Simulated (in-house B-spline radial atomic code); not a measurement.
**Lu⁺: isotopes**

What do the measured radii and masses of the isotopes do to the energy of Lu⁺?

Method: Dirac-Hartree-Fock, average of configuration, Fermi nucleus, basis-set limit. Code: in-house B-spline radial atomic code version 1.

## 1. The system

- element: lutetium (Z = 71)
- charge: +1
- electrons: 70
- configuration: 1s2 2s2 2p6 3s2 3p6 3d10 4s2 4p6 4d10 4f14 5s2 5p6 6s2
- Hamiltonian: Dirac-Coulomb
- nucleus: Fermi, rms radius 5.229 fm

Settings, as recorded:

```ini
Z = 71
electrons = 70.0
configuration = 1s2 2s2 2p6 3s2 3p6 3d10 4s2 4p6 4d10 4f14 5s2 5p6 6s2
hamiltonian = dirac
method = hf
spin_polarised = False
nucleus = fermi
rms_radius = 5.2293
mass_number = 161
atomic_mass = 160.943572
speed_of_light = 137.035999084
```

From the earlier run of the reference: total energy -14572.371899 hartree (electron-nucleus part -36223.8864, recoil term 0.03104239). Levels, eight at most:

```
orbital  occupation  energy (eV)  <r> (bohr)
  4d3/2           4      -237.04      0.5427
  4d5/2           6      -226.62      0.5542
  5s1/2           2      -82.606       1.187
  5p1/2           2      -53.027       1.324
  5p3/2           4      -45.653       1.430
  4f5/2           6      -32.306      0.6922
  4f7/2           8      -30.559      0.7057
  6s1/2           2      -12.772       3.423
```

## 2. Mass number 168

Settings, as recorded:

```ini
Z = 71
electrons = 70.0
configuration = 1s2 2s2 2p6 3s2 3p6 3d10 4s2 4p6 4d10 4f14 5s2 5p6 6s2
hamiltonian = dirac
method = hf
spin_polarised = False
nucleus = fermi
rms_radius = 5.3227
mass_number = 168
atomic_mass = 167.938729798
speed_of_light = 137.035999084
```

## 3. Mass number 169

The settings differ from step 2 so:

```diff
@@ -7,5 +7,5 @@
 nucleus = fermi
-rms_radius = 5.3227
-mass_number = 168
-atomic_mass = 167.938729798
+rms_radius = 5.329
+mass_number = 169
+atomic_mass = 168.937645845
 speed_of_light = 137.035999084
```

## 4. Mass number 170

The settings differ from step 3 so:

```diff
@@ -7,5 +7,5 @@
 nucleus = fermi
-rms_radius = 5.329
-mass_number = 169
-atomic_mass = 168.937645845
+rms_radius = 5.3364
+mass_number = 170
+atomic_mass = 169.93847923
 speed_of_light = 137.035999084
```

## 5. Mass number 171

The settings differ from step 4 so:

```diff
@@ -7,5 +7,5 @@
 nucleus = fermi
-rms_radius = 5.3364
-mass_number = 170
-atomic_mass = 169.93847923
+rms_radius = 5.3436
+mass_number = 171
+atomic_mass = 170.937918591
 speed_of_light = 137.035999084
```

## 6. Mass number 172

The settings differ from step 5 so:

```diff
@@ -7,5 +7,5 @@
 nucleus = fermi
-rms_radius = 5.3436
-mass_number = 171
-atomic_mass = 170.937918591
+rms_radius = 5.3486
+mass_number = 172
+atomic_mass = 171.93909132
 speed_of_light = 137.035999084
```

## 7. Mass number 173

The settings differ from step 6 so:

```diff
@@ -7,5 +7,5 @@
 nucleus = fermi
-rms_radius = 5.3486
-mass_number = 172
-atomic_mass = 171.93909132
+rms_radius = 5.3577
+mass_number = 173
+atomic_mass = 172.938935722
 speed_of_light = 137.035999084
```

**Question.** By how much, and in which direction, does each change move the total energy and the levels?

The runs gave:

All values are changes from the reference run; energy changes under 4e-04 eV count as noise.

| change | rms radius (fm) | δ<r²> (fm²) | Δ total energy (eV) | Δ recoil term, not in the total or the levels (eV) | Δ 1s1/2 level (eV) | Δ 6s1/2 level (eV) |
| --- | --- | --- | --- | --- | --- | --- |
| mass number 168 | 5.3227 | +0.986 | +1.497 | -0.03519 | +0.6147 | +5.798e-05 |
| mass number 169 | 5.3290 | +1.053 | +1.598 | -0.03998 | +0.6565 | +6.193e-05 |
| mass number 170 | 5.3364 | +1.132 | +1.718 | -0.04472 | +0.7055 | +6.655e-05 |
| mass number 171 | 5.3436 | +1.208 | +1.834 | -0.04939 | +0.7533 | +7.105e-05 |
| mass number 172 | 5.3486 | +1.262 | +1.915 | -0.05403 | +0.7865 | +7.419e-05 |
| mass number 173 | 5.3577 | +1.359 | +2.062 | -0.0586 | +0.847 | +7.989e-05 |

The total energy moves by 1517 meV for each fm² of δ<r²> (from mass number 173): a larger nucleus binds the s electrons less. For that pair the recoil (mass) term changes by 0.059 eV against 2.1 eV from size, so size rules the shift. The recoil term is approximate.
